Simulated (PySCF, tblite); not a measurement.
# C₄H₁₅NSSi₂: geometry, infrared bands and NMR shifts

Wanted: the infrared bands and NMR shifts of C₄H₁₅NSSi₂ (`CS[C@@H](C)[Si@@H](C)[SiH2]N`), by calculation.

Programs: tblite 0.8.0 and PySCF 2.14.0, with density-fitted response routines of our own. Each step states its level of theory. These are calculated values for one molecule in the gas phase, unless marked as measured. Atoms count from 0, in the outputs and in this text.

### 1 The molecule as given

23 atoms, charge 0, multiplicity 1; geometry from: force field or distance geometry start.

Bonds of the start (Å): C0–S1 1.84, S1–C2 1.80, C2–C3 1.50, C2–Si4 1.85, Si4–C5 1.87, Si4–Si6 2.21, Si6–N7 1.78, C0–H8 1.11, C0–H9 1.11, C0–H10 1.10, C2–H11 1.11, C3–H12 1.11, C3–H13 1.10, C3–H14 1.13, Si4–H15 1.47, C5–H16 1.10, C5–H17 1.11, C5–H18 1.11, Si6–H19 1.47, Si6–H20 1.48, N7–H21 1.03, N7–H22 1.05.

### 2 Relaxing the molecule with GFN2-xTB

Job settings and geometry (Å):

```
{"job": {"kind": "relax", "xc": "GFN2-xTB", "basis": "xTB"}, "charge": 0, "multiplicity": 1}
C      3.093600     0.969600     0.807400
S      1.270000     1.109500     0.613300
C      0.807600    -0.277900    -0.432400
C      1.309200    -1.535700     0.219300
Si    -0.996100    -0.335700    -0.849300
C     -1.682600    -2.036300    -0.464200
Si    -2.246500     1.135700     0.230600
N     -1.998700     2.811900    -0.308400
H      3.316500     0.148200     1.517100
H      3.465900     0.633600    -0.182500
H      3.503800     1.938000     1.113400
H      1.390400    -0.173800    -1.370700
H      2.417200    -1.558100     0.112300
H      0.860400    -2.455200    -0.191000
H      1.116200    -1.470500     1.329800
H     -1.147700    -0.099000    -2.297100
H     -1.480800    -2.693400    -1.317100
H     -1.225400    -2.426000     0.468500
H     -2.781800    -1.959000    -0.305800
H     -3.655500     0.779900    -0.019300
H     -2.044600     1.023500     1.688800
H     -1.041700     2.994600    -0.646300
H     -2.254300     3.502900     0.434000
```

Command:

```
$ OMP_NUM_THREADS=1 python probes_run.py task.json out
```

One launch serves the whole session: the jobs run in the order shown.

**Question.** This job is followed by: GFN2-xTB harmonic vibrations, gas phase; GIAO PBE0/pcSseg-1 NMR shielding, non-relativistic, gas phase. What will the session give for the following? strongest single infrared mode (GFN2-xTB); zero-point energy (GFN2-xTB); ¹³C shifts against TMS (PBE0/pcSseg-1); ¹H shifts against TMS (PBE0/pcSseg-1, means over atoms taken as alike); ³³S shifts against CS2 (PBE0/pcSseg-1); ²⁹Si shifts against TMS (PBE0/pcSseg-1); ¹⁵N shifts against NH3 (PBE0/pcSseg-1).

**Answer**, as computed:

| quantity | value |
| --- | --- |
| strongest single infrared mode (GFN2-xTB) | 2139 cm⁻¹, 392 km/mol |
| zero-point energy (GFN2-xTB) | 112.8 kcal/mol |
| ¹³C shifts against TMS (PBE0/pcSseg-1) | 36.9, 22.0, 19.4, -6.2 ppm |
| ¹H shifts against TMS (PBE0/pcSseg-1, means over atoms taken as alike) | 5.28, 4.81, 4.52, 2.20, 1.82, 1.44, 0.09, 0.03 ppm |
| ³³S shifts against CS2 (PBE0/pcSseg-1) | -20 ppm |
| ²⁹Si shifts against TMS (PBE0/pcSseg-1) | -39.8, -58.1 ppm |
| ¹⁵N shifts against NH3 (PBE0/pcSseg-1) | -0.4 ppm |

What this shows: Relaxing lowered the energy by 0.766 eV in 205 steps; the close pair that moved most is Si4–Si6, from 2.212 to 2.315 Å. All 63 modes are real, so the xTB geometry is a minimum. The strongest single mode, at 2139 cm⁻¹, moves mainly H15. Unscaled tight-binding wavenumbers are off by several per cent, some by more. Its intensities can rank the bands wrongly. At PBE0/pcSseg-1: The widest tensor belongs to S1: span 327 ppm, with a paramagnetic part of -537 ppm.
